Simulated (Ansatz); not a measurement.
# FH3S3Zr: basis-set convergence

Aim: see how fast density functionals converge with the basis set for FH3S3Zr.

The runs use Ansatz 0.2.0, Gaussian basis; one geometry, several basis sets.

Levels to be run: PBE0-D4/def2-SVP; ωB97M-V/def2-SVP; PBE0-D4/def2-QZVPP; ωB97M-V/def2-QZVPP; the functionals' def2-TZVPP values are taken from earlier runs.

### Step 1. The relaxed structure

An earlier PBE0-D4 in a triple-zeta def2 set relaxation fixed the geometry. Zr takes the def2 core potential; no spin-orbit term is included.

SMILES `[F][Zr]([SH])([SH])[SH]`, 8 atoms, charge 0, spin multiplicity 1.

Atoms are counted from 1 here; the program's logs count them from 0.

Bond lengths: F1–Zr2 1.893 Å, Zr2–S3 2.425 Å, Zr2–S4 2.425 Å, Zr2–S5 2.425 Å, S3–H6 1.350 Å, S4–H7 1.350 Å, S5–H8 1.350 Å. Angles: F1–Zr2–S3 111.8°, F1–Zr2–S4 111.8°, F1–Zr2–S5 111.8°, S3–Zr2–S4 107.0°, S3–Zr2–S5 107.1°, S4–Zr2–S5 107.1°, Zr2–S3–H6 90.5°, Zr2–S4–H7 90.5°, Zr2–S5–H8 90.5°.

### Step 2. PBE0-D4 in def2-SVP

Contents of in.yaml:

```yaml
crystal:
  periodic: [false, false, false]
  atoms:
    - {symbol: F, position_ang: [-1.558568, 0.262657, 1.183412]}
    - {symbol: Zr, position_ang: [-0.064855, 0.010911, 0.048666]}
    - {symbol: S, position_ang: [2.027754, 0.220583, 1.255822]}
    - {symbol: S, position_ang: [-0.015061, 1.638526, -1.748142]}
    - {symbol: S, position_ang: [-0.076706, -2.185003, -0.979927]}
    - {symbol: H, position_ang: [1.505755, -0.452611, 2.302628]}
    - {symbol: H, position_ang: [-0.407332, 2.609151, -0.896378]}
    - {symbol: H, position_ang: [-1.410978, -2.104214, -1.166081]}
basis:
  gaussian: {orbitals: def2-SVP}
hamiltonian: {xc: pbe0, dispersion: d4}
output: {orbitals: {seedname: orbitals}}
```

Run with:

```
ansatz run in.yaml --threads 4 --pin off --events-out ev --progress --plain --max-ram 10444MiB
```

The runs that follow: ωB97M-V in def2-SVP; PBE0-D4 in def2-QZVPP; ωB97M-V in def2-QZVPP.

Q: Predict the results of all the runs planned. Wanted: PBE0-D4: double and triple zeta above quadruple; ωB97M-V: double and triple zeta above quadruple.

As calculated:

| quantity | value |
| --- | --- |
| PBE0-D4: double and triple zeta above quadruple | 16.16, 1.21 eV |
| ωB97M-V: double and triple zeta above quadruple | 16.09, 1.15 eV |

For PBE0-D4 the step from double to triple zeta gains 14.95 eV and the next only 1.21 eV. Total energies overstate the basis error of differences, where much of it tends to cancel.
